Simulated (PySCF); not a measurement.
# [Yb(H2O)4]3+: other functionals and bases at one geometry

One table from this session's results is given with a row withheld; the runs are named, their logs left out.

Method: several levels, as the steps say, no spin–orbit coupling; program: PySCF 2.14.0.

2 further runs of the same task are left out: 2 for a known fault of the program.

## Starting geometry

13 atoms, charge 3, spin multiplicity 1.

Bond lengths: Yb1–O2 2.232 Å, Yb1–O5 2.232 Å, Yb1–O8 2.232 Å, Yb1–O11 2.232 Å, O2–H3 0.988 Å, O2–H4 0.988 Å, O5–H6 0.988 Å, O5–H7 0.988 Å, O8–H9 0.988 Å, O8–H10 0.988 Å, O11–H12 0.988 Å, O11–H13 0.988 Å. Angles: O2–Yb1–O5 110.7°, O2–Yb1–O8 107.1°, O2–Yb1–O11 110.7°, O5–Yb1–O8 110.7°, O5–Yb1–O11 107.1°, O8–Yb1–O11 110.7°, Yb1–O2–H3 128.3°, Yb1–O2–H4 128.2°, H3–O2–H4 103.4°, Yb1–O5–H6 128.2°, Yb1–O5–H7 128.3°, H6–O5–H7 103.4°, Yb1–O8–H9 128.2°, Yb1–O8–H10 128.3°, H9–O8–H10 103.4°, Yb1–O11–H12 128.3°, Yb1–O11–H13 128.2°, H12–O11–H13 103.4°.

As a file:

```tsv
atom	x (Å)	y (Å)	z (Å)
Yb1	0.0000	0.0000	0.0000
O2	1.3258	1.3036	1.2352
H3	2.1368	1.0497	1.7399
H4	1.2458	2.2746	1.4021
O5	-1.3258	-1.2352	1.3036
H6	-1.2458	-1.4021	2.2746
H7	-2.1368	-1.7399	1.0497
O8	1.3258	-1.3036	-1.2352
H9	1.2458	-2.2746	-1.4021
H10	2.1368	-1.0497	-1.7399
O11	-1.3258	1.2352	-1.3036
H12	-2.1368	1.7399	-1.0497
H13	-1.2458	1.4021	-2.2746
```

Formal oxidation states: Yb +3. Each metal's 13 4f electrons lie in its core potential, so multiplicities, spins and levels count the valence alone. An earlier session relaxed this geometry at B3LYP, Yb lcecp-1-SVP with ECP59, O def2-SVP, H def2-SVP (singlet, point group D2).

At B3LYP on the finer grid: E = -343.939593 Eh, HOMO -24.26 eV, LUMO -15.32 eV, Mulliken charge on Yb1 +1.65 e, largest force component 0.007 eV/Å. 

Levels to run: BP86; r2SCAN; PBE; M06-L; B3LYP, TZVP. Hardware: 2 threads of Intel Xeon Platinum 8488C (Sapphire Rapids), shared host.

Set-up of the first run:

File run.py (the lines that set the calculation):

```python
mol = gto.M(atom='''
Yb     0.00000     0.00000     0.00000
O      1.32579     1.30362     1.23519
H      2.13678     1.04972     1.73987
H      1.24584     2.27459     1.40212
O     -1.32579    -1.23518     1.30362
H     -1.24584    -1.40213     2.27459
H     -2.13678    -1.73987     1.04972
O      1.32579    -1.30362    -1.23519
H      1.24584    -2.27459    -1.40212
H      2.13678    -1.04972    -1.73987
O     -1.32579     1.23518    -1.30362
H     -2.13678     1.73987    -1.04972
H     -1.24584     1.40213    -2.27459''',
    basis={'Yb': 'lcecp-1-SVP', 'O': 'def2-SVP', 'H': 'def2-SVP'},
    ecp={'Yb': 'lcecp-1-SVP'},
    charge=3, spin=0)
mf = dft.RKS(mol, xc='B88,P86')
mf.grids.atom_grid = (75, 302)  # f atoms: unpruned, at least (60, 302)
mf = mf.density_fit()  # fitting sets: Yb AutoAux, O def2-universal-JKFIT, H def2-universal-JKFIT
mf.conv_tol = 1e-08; mf.max_cycle = 55
mf.kernel(dm0)  # dm0: the density of the relaxed state
```

The run is started by

```bash
$ OMP_NUM_THREADS=2 python run.py
```

Among the steps run: BP86; r2SCAN; PBE; M06-L; B3LYP, TZVP.

One of the session's tables, all rows but one given; the rest of the session is left out.

| level | HOMO (eV) | gap (eV) | charge on Yb1 (e) | largest force component (eV/Å) |
| --- | --- | --- | --- | --- |
| B3LYP (relaxed here) | -24.26 | 8.94 | 1.65 | 0.01 |
| BP86 | -22.81 | 6.67 | 1.55 | 0.37 |
| r2SCAN | ? | ? | ? | ? |
| PBE | -22.70 | 6.66 | 1.53 | 0.31 |
| M06-L | -23.14 | 7.55 | 1.82 | 0.17 |
| B3LYP, TZVP | -24.29 | 9.03 | 2.08 | 0.25 |

Q: Estimate the row for r2SCAN from the others.

As computed: HOMO (eV): -23.16; gap (eV): 7.47; charge on Yb1 (e): 1.69; largest force component (eV/Å): 0.04. In the column «HOMO (eV)» it lies between B3LYP (relaxed here) (-24.26) and M06-L (-23.14).

In one basis the HOMO–LUMO gap runs from 6.66 eV (PBE) to 8.94 eV (B3LYP). The largest leftover force, 0.37 eV/Å with BP86, stands at a geometry relaxed at another level. With 4f in the core, its levels are missing from HOMO and gap, and its count is fixed, so no charge can pass from the ligands into it. Total energies of different levels can't be compared.
